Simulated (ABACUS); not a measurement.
Wanted: an ASE script for an ABACUS 3.10.1 run.

| Item | Value |
| --- | --- |
| Task | relaxation of cell and atoms |
| Functional | PBE |
| Potentials or basis | PseudoDojo NC SR 0.4.1 PBE standard, lanthanides 3+ (f in core) |
| Cutoff | 1361 eV |
| Density cutoff | 5442 eV |
| Basis | DZP LCAO (the cutoffs set its grid) |
| k mesh | 8 × 8 × 5 |
| Occupations | fermi-dirac, width 0.05 eV |
| Spin | no spin polarisation |
| Orbital files | Dy Dy_confined-atom_8au_3s2p2d1f.orb |
| Max steps of the relaxation | 60 |
| Force threshold | 0.01 eV/Å |
| Optimiser | cg |
| Stress threshold | 1 kbar |
| Radial cutoff of the potentials (pseudo_rcut) | 10 bohr |
| SCF threshold on the density | 1e-07 |
| Max SCF steps | 100 |
| Eigensolver | scalapack_gvx |
| Mixing | broyden |
| Mixing share | 0.7 |
| Symmetry key | 1 |

The structure of Dy lies in Dy.cif:

```cif
data_Dy
_cell_length_a 3.59030000
_cell_length_b 3.59030000
_cell_length_c 5.64750000
_cell_angle_alpha 90.00000000
_cell_angle_beta 90.00000000
_cell_angle_gamma 120.00000000
_space_group_name_H-M_alt 'P6_3/mmc'
_space_group_name_Hall '-P 6c 2c'
_space_group_IT_number 194
loop_
_space_group_symop_operation_xyz
'x,y,z'
'-x,-y,-z'
'x-y,x,z+1/2'
'-x+y,-x,-z+1/2'
'-y,x-y,z'
'y,-x+y,-z'
'-x,-y,z+1/2'
'x,y,-z+1/2'
'-x+y,-x,z'
'x-y,x,-z'
'y,-x+y,z+1/2'
'-y,x-y,-z+1/2'
'-y,-x,-z+1/2'
'y,x,z+1/2'
'-x,-x+y,-z'
'x,x-y,z'
'-x+y,y,-z+1/2'
'x-y,-y,z+1/2'
'y,x,-z'
'-y,-x,z'
'x,x-y,-z+1/2'
'-x,-x+y,z+1/2'
'x-y,-y,-z'
'-x+y,y,z'
loop_
_atom_site_label
_atom_site_type_symbol
_atom_site_symmetry_multiplicity
_atom_site_Wyckoff_symbol
_atom_site_fract_x
_atom_site_fract_y
_atom_site_fract_z
_atom_site_occupancy
Dy1 Dy 2 c 0.6666666667 0.3333333333 0.7500000000 1
```

These files were run (other wordings do the same):

run_abacus.py

```python
"""ABACUS run from a structure file: ASE reads it, the script writes STRU, KPT and INPUT."""
import re
import subprocess
import spglib
from ase import Atoms
from ase.io import read
from ase.units import Bohr

atoms = read("Dy.cif")
cell, frac, numbers = spglib.standardize_cell((atoms.cell[:], atoms.get_scaled_positions(), atoms.numbers), to_primitive=True, symprec=1e-4)
atoms = Atoms(numbers=numbers, cell=cell, scaled_positions=frac, pbc=True)  # the primitive cell
atoms = atoms[(-atoms.numbers).argsort(kind="stable")]  # ABACUS lists atoms element by element
pseudo = {'Dy': 'Dy.upf'}
orbital = {'Dy': 'Dy_confined-atom_8au_3s2p2d1f.orb'}
magmoms = None
kmesh = [8, 8, 5]
params = {
    'suffix': 'Dy',
    'calculation': 'cell-relax',
    'basis_type': 'lcao',
    'pseudo_dir': './',
    'orbital_dir': './',
    'symmetry': 1,
    'dft_functional': 'pbe',
    'ecutwfc': 100,
    'pseudo_rcut': 10,
    'nspin': 1,
    'nbands': 15,
    'ks_solver': 'scalapack_gvx',
    'smearing_method': 'fd',
    'smearing_sigma': 0.00367493,
    'scf_thr': 1e-07,
    'scf_nmax': 100,
    'mixing_type': 'broyden',
    'mixing_beta': 0.7,
    'cal_force': 1,
    'cal_stress': 1,
    'out_mul': 1,
    'relax_nmax': 60,
    'force_thr_ev': 0.01,
    'relax_method': 'cg',
    'out_stru': 1,
    'stress_thr': 1,
}

symbols = atoms.get_chemical_symbols()
elements = list(dict.fromkeys(symbols))
lines = ["ATOMIC_SPECIES"] + [f"{e} {atoms.get_masses()[symbols.index(e)]:.4f} {pseudo[e]}" for e in elements]
if orbital:
    lines += ["", "NUMERICAL_ORBITAL"] + [orbital[e] for e in elements]
lines += ["", "LATTICE_CONSTANT", f"{1 / Bohr:.10f}", "", "LATTICE_VECTORS"]
lines += [" ".join(f"{x:.10f}" for x in v) for v in atoms.cell]
lines += ["", "ATOMIC_POSITIONS", "Direct"]
for e in elements:
    lines += ["", e, "0.0", str(symbols.count(e))]
    for i, p in enumerate(atoms.get_scaled_positions(wrap=False)):
        if symbols[i] == e:
            mag = "" if magmoms is None else " mag " + " ".join(str(x) for x in (magmoms[i] if isinstance(magmoms[i], list) else [magmoms[i]]))
            lines.append(" ".join(f"{x:.10f}" for x in p) + " 1 1 1" + mag)
open("STRU", "w").write("\n".join(lines) + "\n")
open("KPT", "w").write("K_POINTS\n0\nGamma\n%d %d %d 0 0 0\n" % tuple(kmesh))
open("INPUT", "w").write("INPUT_PARAMETERS\n" + "".join(f"{k:<20s}{v}\n" for k, v in params.items()))

done = subprocess.run(['mpirun', '-np', '4', 'abacus'])
if done.returncode:
    raise SystemExit(done.returncode)
log = open("OUT.Dy/running_cell-relax.log").read()
print("final energy (eV):", re.findall(r"FINAL_ETOT_IS (\S+)", log))
```

Potentials or basis: PseudoDojo NC SR 0.4.1 PBE standard, lanthanides 3+ (f in core), DZP LCAO (the cutoffs set its grid).

Run with:

```console
$ OMP_NUM_THREADS=1 python run_abacus.py > log
```

It took 12 s on 4 MPI ranks on Intel(R) Xeon(R) Platinum 8375C CPU @ 2.90GHz (Ice Lake), on a shared host, peak memory 0.44 GiB a rank.
